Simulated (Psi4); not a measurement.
**Al2H6O2 (SMILES [OH+]1[AlH2-][OH+][AlH2-]1), step by step, part 1 of 3**

Wanted: a series of 10 runs (PBE-D4/def2-SVP, PBE0-D4/def2-TZVP, PBE-D4/def2-TZVPP, r2SCAN-D4/def2-TZVPP, B3LYP-D4/def2-TZVPP, PBE0-D4/def2-TZVPP, wB97M-V/def2-TZVPP, CCSD(T)/def2-TZVPP, and more) of Al2H6O2. The job is set up through a Python script.

Program for the calculation: Psi4 1.11.

## (1) Starting point

Al2H6O2 has 10 atoms, charge 0, and is taken as a singlet. As SMILES, `[OH+]1[AlH2-][OH+][AlH2-]1`. The shape comes from GFN2-xTB, rattled, which is rough for such elements, and wasn't checked as a minimum. The run starts from this shape.

Bond lengths: O1–Al2 1.794 Å, Al2–O3 1.790 Å, O1–Al4 1.809 Å, O3–Al4 1.836 Å, O1–H5 0.965 Å, Al2–H6 1.566 Å, Al2–H7 1.613 Å, O3–H8 0.899 Å, Al4–H9 1.611 Å, Al4–H10 1.529 Å. Some angles: O1–Al2–O3 85.7°, Al2–O1–Al4 95.6°, Al2–O3–Al4 94.8°, O1–Al4–O3 83.9°, O1–Al2–H6 109.2°, O1–Al2–H7 109.4°, O3–Al2–H6 112.8°, O3–Al2–H7 112.0°, Al2–O1–H5 129.6°, Al4–O1–H5 134.5°.

## (2) A geometry optimisation at PBE-D4/def2-SVP (density fitting) (run 1)

Input file calc.py:

```python
import psi4

psi4.set_memory(4400000000)
psi4.set_num_threads(2)
psi4.core.set_output_file('al2h6o2.out', False)

m = psi4.geometry("""
0 1
O     -1.052431     0.423453    -0.369986
Al    -0.554778    -0.652817     0.976031
O      1.104518    -0.464196     0.332802
Al     0.615190     0.668400    -1.026586
H     -1.920577     0.791208    -0.575362
H     -1.140926    -2.084838     0.733180
H     -0.749014     0.118061     2.379278
H      1.891648    -0.800073     0.608424
H      1.127039     2.176737    -0.785890
H      0.734240    -0.079793    -2.354336
symmetry c1
""")

options = {'basis': 'def2-SVP', 'scf_type': 'df', 'geom_maxiter': 60, 'max_force_g_convergence': 0.0005}
psi4.set_options(options)

E, wfn = psi4.optimize("PBE-D4", return_wfn=True)
print(f'total energy {E:.8f} hartree = {E * 27.211386:.5f} eV')
print(m.to_string(dtype='xyz', units='Angstrom'))
for k, v in sorted(psi4.core.scalar_variables().items()):
    print(f'{k:45s} {v:18.10f}')
```

The run is started by

```console
$ python calc.py
```

al2h6o2.out:

```text
gradient() will perform analytic gradient computation.

   => Loading Basis Set <=

    Name: DEF2-SVP
    Role: ORBITAL
    Keyword: BASIS

   => PBE-D4(BJ,EEQ)ATM: Empirical Dispersion <=

        a1 =       0.385750
        a2 =       4.806885
       alp =      16.000000
        s6 =       1.000000
        s8 =       0.959481
        s9 =       1.000000
        ga =       3.000000
        gc =       2.000000
        wf =       6.000000

         ---------------------------------------------------------
                                   SCF
                              RKS Reference
                        2 Threads,   4196 MiB Core
         ---------------------------------------------------------

  ==> Geometry <==

    Molecular point group: c1
    Full point group: C1

    Geometry (in Angstrom), charge = 0, multiplicity = 1:

       Center              X                  Y                   Z               Mass
    ------------   -----------------  -----------------  -----------------  -----------------
         O           -1.078573379690     0.424637526841    -0.348752584706    15.994914619570
         AL          -0.580920379690    -0.651632473159     0.997264415294    26.981538530000
         O            1.078375620310    -0.463011473159     0.354035415294    15.994914619570
[... 6 lines of this table left out ...]
         H            0.708097620310    -0.078608473159    -2.333102584706     1.007825032230

  Running in c1 symmetry.

  Rotational constants: A =      0.26116  B =      0.13877  C =      0.09889 [cm^-1]
  Rotational constants: A =   7829.42867  B =   4160.31729  C =   2964.61671 [MHz]
  Nuclear repulsion =  231.020364427559571

  Charge       = 0
  Multiplicity = 1
  Electrons    = 48
  Nalpha       = 24
  Nbeta        = 24

  ==> Algorithm <==

  SCF Algorithm Type is DF.
  DIIS enabled.
  MOM disabled.
  Fractional occupation disabled.
  Guess Type is SAD.
  Energy threshold   = 1.00e-08
  Density threshold  = 1.00e-08
  Integral threshold = 1.00e-12

  ==> Primary Basis <==

  Basis Set: DEF2-SVP
    Blend: DEF2-SVP
    Number of shells: 46
    Number of basis functions: 94
    Number of Cartesian functions: 98
    Spherical Harmonics?: true
    Max angular momentum: 2

  ==> DFT Potential <==

   => LibXC <=

    Version 7.1.2

   => Composite Functional: PBE-D4BJEEQATM <=

    PBE GGA Exchange-Correlation Functional

    Deriv               =              1
    GGA                 =           TRUE
    Meta                =          FALSE

    Exchange Hybrid     =          FALSE
    MP2 Hybrid          =          FALSE

   => Exchange Functionals <=

    1.0000     XC_GGA_X_PBE

   => Correlation Functionals <=

    1.0000     XC_GGA_C_PBE

   => LibXC Density Thresholds  <==

    XC_GGA_C_PBE:  1.00E-12
    XC_GGA_X_PBE:  1.00E-15

   => Molecular Quadrature <=

    Radial Scheme          =       TREUTLER
    Pruning Scheme         =           NONE
    Nuclear Scheme         =       TREUTLER

    Blocking Scheme        =         OCTREE
    BS radius alpha        =              1
    Pruning alpha          =              1
    Radial Points          =             75
    Spherical Points       =            302
    Total Points           =         215360
    Total Blocks           =           1672
    Max Points             =            256
    Max Functions          =             92
    Weights Tolerance      =       1.00E-15

   => Loading Basis Set <=

    Name: (DEF2-SVP AUX)
    Role: JKFIT
    Keyword: DF_BASIS_SCF

  ==> Integral Setup <==

  DFHelper Memory: AOs need 0.038 GiB; user supplied 2.623 GiB.
  SCF_SUBTYPE=INCORE selected. In-core MEM_DF algorithm will be used.
  Using in-core AOs.

  ==> MemDFJK: Density-Fitted J/K Matrices <==

    J tasked:                   Yes
    K tasked:                    No
    wK tasked:                   No
    Memory [MiB]:              2685
    Algorithm:                 Core
    Schwarz Cutoff:           1E-12
    Mask sparsity (%):       0.9959
    Fitting Condition:        1E-10

   => Auxiliary Basis Set <=

  Basis Set: (DEF2-SVP AUX)
    Blend: DEF2-UNIVERSAL-JKFIT
    Number of shells: 162
    Number of basis functions: 518
    Number of Cartesian functions: 616
    Spherical Harmonics?: true
    Max angular momentum: 4

  Cached 100.0% of DFT collocation blocks in 0.451 [GiB].

  Minimum eigenvalue in the overlap matrix is 1.4067148921E-02.
  Reciprocal condition number of the overlap matrix is 2.6284454413E-03.
    Using symmetric orthogonalization.

  ==> Pre-Iterations <==

  SCF Guess: Superposition of Atomic Densities via on-the-fly atomic UHF (no occupation information).

   -------------------------
    Irrep   Nso     Nmo
   -------------------------
     A         94      94
   -------------------------
    Total      94      94
   -------------------------

  ==> Iterations <==

                           Total Energy        Delta E     RMS |[F,P]|

[... 1 line left out ...]
   @DF-RKS iter   1:  -637.92123631309676   -8.36060e-02   1.07830e-02 DIIS/ADIIS
[... 3 lines left out ...]
   @DF-RKS iter   5:  -638.33102819907413   -4.81007e-04   1.28133e-04 DIIS/ADIIS
[... 3 lines left out ...]
   @DF-RKS iter   9:  -638.33108502327116   -5.43196e-09   1.04145e-07 DIIS
[... 29 lines left out ...]
    Final Occupation by Irrep:
[... 11 lines left out ...]
    Two-Electron Energy =                 531.8051443557550328
[... 3 lines left out ...]
    Total Energy =                       -638.3310850233345946
[... 90 lines left out ...]
    Weights Tolerance      =       1.00E-15
[... 56 lines left out ...]
	  Convergence Criteria              o    5.00e-04 *             o             o             o~
[... 140 lines left out ...]
   @DF-RKS iter   1:  -638.34355841858257   -6.33785e-02   5.85709e-04 DIIS/ADIIS
[... 3 lines left out ...]
   @DF-RKS iter   5:  -638.34508282220929   -8.78390e-07   9.77569e-06 DIIS
[... 3 lines left out ...]
   @DF-RKS iter   9:  -638.34508314403490   -1.93268e-12   2.98715e-09 DIIS
[... 17 lines left out ...]
    Nuclear Repulsion Energy =            226.1799797025552721
[... 3 lines left out ...]
    Empirical Dispersion Energy =          -0.0072813376877819
[... 17 lines left out ...]
 Dipole Y            :          0.0130489            0.0307347            0.0437836
[... 93 lines left out ...]
	Measures of convergence in internal coordinates in au.
[... 113 lines left out ...]
                           Total Energy        Delta E     RMS |[F,P]|
[... 4 lines left out ...]
   @DF-RKS iter   3:  -638.34825351767336   -4.92025e-04   2.01572e-05 DIIS
[... 3 lines left out ...]
   @DF-RKS iter   7:  -638.34825676118476   -1.21179e-09   5.61843e-08 DIIS
[... 14 lines left out ...]
  @DF-RKS Final Energy:  -638.34825676119931
[... 6 lines left out ...]
    DFT Exchange-Correlation Energy =     -56.3197183201715603
[... 17 lines left out ...]
 Dipole X            :          0.0700664           -0.0363367            0.0337298
[... 92 lines left out ...]
	                                 ==> Convergence Check <==
[... 78 lines left out ...]
    Weights Tolerance      =       1.00E-15
[... 40 lines left out ...]
   @DF-RKS iter   2:  -638.34902797731684    4.18068e-05   1.37382e-04 DIIS/ADIIS
[... 3 lines left out ...]
   @DF-RKS iter   6:  -638.34909540627996   -1.13153e-09   2.74308e-07 DIIS
[... 9 lines left out ...]
    Final Occupation by Irrep:
[... 11 lines left out ...]
    Two-Electron Energy =                 523.1028922358640330
[... 3 lines left out ...]
    Total Energy =                       -638.3490954065481446
[... 59 lines left out ...]
    Weights Tolerance      =       1.00E-15
[... 56 lines left out ...]
	  Convergence Criteria              o    5.00e-04 *             o             o             o
[... 103 lines left out ...]
   @DF-RKS iter   1:  -638.34920323547192   -2.22931e-03   2.83885e-05 DIIS
[... 3 lines left out ...]
   @DF-RKS iter   5:  -638.34920698465089   -3.93482e-09   4.86358e-07 DIIS
[... 3 lines left out ...]
  Energy and wave function converged.
[... 17 lines left out ...]
    One-Electron Energy =               -1326.4814219804609365
[... 3 lines left out ...]
    VV10 Nonlocal Energy =                  0.0000000000000000
[... 17 lines left out ...]
 Dipole Z            :         -0.0391345            0.0621313            0.0229968
[... 97 lines left out ...]
	   Step    Total Energy     Delta E     Max Force     RMS Force      Max Disp      RMS Disp
[... 93 lines left out ...]
   @DF-RKS iter   0:  -638.34893324475479   -6.38349e+02   4.41438e-05
[... 3 lines left out ...]
   @DF-RKS iter   4:  -638.34921715188455   -5.69962e-08   2.34110e-07 DIIS
[... 3 lines left out ...]
  Energy and wave function converged.
[... 17 lines left out ...]
    Virtual:

      25A     -0.040650    26A     -0.010623    27A      0.004688
      28A      0.031689    29A      0.047207    30A      0.060758
      31A      0.091067    32A      0.097769    33A      0.103015
[... 19 lines of this table left out ...]
      91A      2.883236    92A      2.975316    93A      3.512677
      94A      3.600580

    Final Occupation by Irrep:
              A
    DOCC [    24 ]
    NA   [    24 ]
    NB   [    24 ]

  @DF-RKS Final Energy:  -638.34921715222720

   => Energetics <=

    Nuclear Repulsion Energy =            221.6452534029895673
    One-Electron Energy =               -1326.3717767120392637
    Two-Electron Energy =                 522.6950777848214784
    DFT Exchange-Correlation Energy =     -56.3106133092328349
    Empirical Dispersion Energy =          -0.0071583187660968
    VV10 Nonlocal Energy =                  0.0000000000000000
    Total Energy =                       -638.3492171522271974

Computation Completed

Properties will be evaluated at   0.000000,   0.000000,   0.000000 [a0]

Properties computed using the SCF density matrix

 Multipole Moments:

 ------------------------------------------------------------------------------------
     Multipole            Electronic (a.u.)      Nuclear  (a.u.)        Total (a.u.)
 ------------------------------------------------------------------------------------

 L = 1.  Multiply by 2.5417464519 to convert [e a0] to [Debye]
 Dipole X            :          0.0024527            0.0053638            0.0078166
 Dipole Y            :         -0.0212545            0.0510991            0.0298446
 Dipole Z            :         -0.0322919            0.0553998            0.0231079
 Magnitude           :                                                    0.0385457

 ------------------------------------------------------------------------------------

	total time  =          6 seconds =       0.10 minutes

         ------------------------------------------------------------
                                   SCF GRAD
         ------------------------------------------------------------

  ==> Geometry <==

    Molecular point group: c1
    Full point group: C1

    Geometry (in Angstrom), charge = 0, multiplicity = 1:

       Center              X                  Y                   Z               Mass
    ------------   -----------------  -----------------  -----------------  -----------------
         O           -1.061828500299     0.432859086479    -0.349381618750    15.994914619570
         AL          -0.645212580951    -0.705595832981     1.094115539129    26.981538530000
         O            1.060370425426    -0.440100635180     0.342958896301    15.994914619570
[... 6 lines of this table left out ...]
         H            0.813232310568    -0.029037288215    -2.502667715088     1.007825032230

  Nuclear repulsion =  221.645253402989567

   => Molecular Quadrature <=

    Radial Scheme          =       TREUTLER
    Pruning Scheme         =           NONE
    Nuclear Scheme         =       TREUTLER

    Blocking Scheme        =         OCTREE
    BS radius alpha        =              1
    Pruning alpha          =              1
    Radial Points          =             75
    Spherical Points       =            302
    Total Points           =         215794
    Total Blocks           =           1683
    Max Points             =            256
    Max Functions          =             92
    Weights Tolerance      =       1.00E-15

  -Total Gradient:
     Atom            X                  Y                   Z
    ------   -----------------  -----------------  -----------------
       1        0.000293983645     0.000492571522    -0.000431873595
       2        0.000052401524    -0.000403832783     0.000025634559
       3       -0.000082529281    -0.000211777241    -0.000099145749
[... 6 lines of this table left out ...]
      10       -0.000095895620    -0.000177815313     0.000111190787

	total time  =          2 seconds =       0.03 minutes

    			-----------------------------------------

    			 OPTKING 3.0: for geometry optimizations

    			        with contributions from

    			-----------------------------------------

	                            ===> Fragment 1 <==

	 Z (Atomic Numbers)          Masses                          Geom
	       8.000000            15.994915         -2.00656506  0.81798512 -0.66023557
	      13.000000            26.981539         -1.21927507 -1.33338288  2.06757872
	       8.000000            15.994915          2.00380970 -0.83166967  0.64809839
[... 6 lines of this table left out ...]
	       1.000000             1.007825          1.53678634 -0.05487252 -4.72935656

	 - Coordinate -           - BOHR/RAD -       - ANG/DEG -
	 R(1,2)           =         3.562188           1.885029
	 R(1,4)           =         3.557528           1.882563
	 R(1,5)           =         1.831111           0.968982
[... 75 lines of this table left out ...]
	 D(8,3,4,10)      =         1.230373          70.495192

	        --- Internal Coordinate Step in ANG or DEG, aJ/ANG or AJ/DEG ---
	-------------------------------------------------------------------------------
	           Coordinate      Previous         Force          Change          New
	           ----------      --------        ------          ------        ------
	               R(1,2)       1.88503       -0.00176       -0.00101       1.88402
	               R(1,4)       1.88256        0.00096        0.00059       1.88315
	               R(1,5)       0.96898        0.00002        0.00003       0.96901
[... 75 lines of this table left out ...]
	          D(8,3,4,10)      70.49519       -0.00001       -0.54900      69.94620
	-------------------------------------------------------------------------------

	                                 ==> Convergence Check <==

	Measures of convergence in internal coordinates in au.

	Criteria marked as inactive (o), active & met (*), and active & unmet ( ).

	----------------------------------------------------------------------------------------------
	   Step    Total Energy     Delta E     Max Force     RMS Force      Max Disp      RMS Disp
	----------------------------------------------------------------------------------------------
	  Convergence Criteria              o    5.00e-04 *             o             o             o
	----------------------------------------------------------------------------------------------
	     6    -638.34921715   -1.02e-05 o    2.80e-04 *    6.97e-05 o    9.58e-03 o    3.20e-03 o  ~
	----------------------------------------------------------------------------------------------

Next Geometry in Ang
	Fragment 1 (Ang)

	    O  -1.0623439578   0.4311731573  -0.3485675310
	   Al  -0.6456014622  -0.7044091601   1.0958332242
	    O   1.0602979077  -0.4401107513   0.3437820181
[... 6 lines of this table left out ...]
	    H   0.8147642512  -0.0262917892  -2.5041026567

    Final optimized geometry and variables:
    Molecular point group: c1
    Full point group: C1

    Geometry (in Angstrom), charge = 0, multiplicity = 1:

    O           -1.061828500299     0.432859086479    -0.349381618750
    AL          -0.645212580951    -0.705595832981     1.094115539129
    O            1.060370425426    -0.440100635180     0.342958896301
[... 6 lines of this table left out ...]
    H            0.813232310568    -0.029037288215    -2.502667715088

[set-up sections that repeat, and orbital energies of the middle runs, are left out above]
```

Run time: 69 s. Hardware: 2 threads of AMD EPYC 7R43 (Zen 3), shared host; peak memory 0.78 GiB.

The path in brief:

| step | energy from the first frame kept (eV) | largest force (eV/Å) |
| --- | --- | --- |
| 0 | 0.0000 | 4.4993 |
| 1 | -0.3809 | 1.5537 |
| 2 | -0.4673 | 0.6615 |
| 3 | -0.4901 | 0.1796 |
| 4 | -0.4931 | 0.0522 |
| 5 | -0.4934 | 0.0369 |

After the run. Bond lengths: O1–Al2 1.885 Å, Al2–O3 1.882 Å, O1–Al4 1.883 Å, O3–Al4 1.884 Å, O1–H5 0.969 Å, Al2–H6 1.600 Å, Al2–H7 1.601 Å, O3–H8 0.969 Å, Al4–H9 1.600 Å, Al4–H10 1.600 Å. Some angles: O1–Al2–O3 79.0°, Al2–O1–Al4 101.0°, Al2–O3–Al4 101.0°, O1–Al4–O3 79.0°, O1–Al2–H6 112.3°, O1–Al2–H7 111.8°, O3–Al2–H6 112.2°, O3–Al2–H7 112.1°, Al2–O1–H5 128.9°, Al4–O1–H5 129.9°.

(Continued in part 2 of 3.)
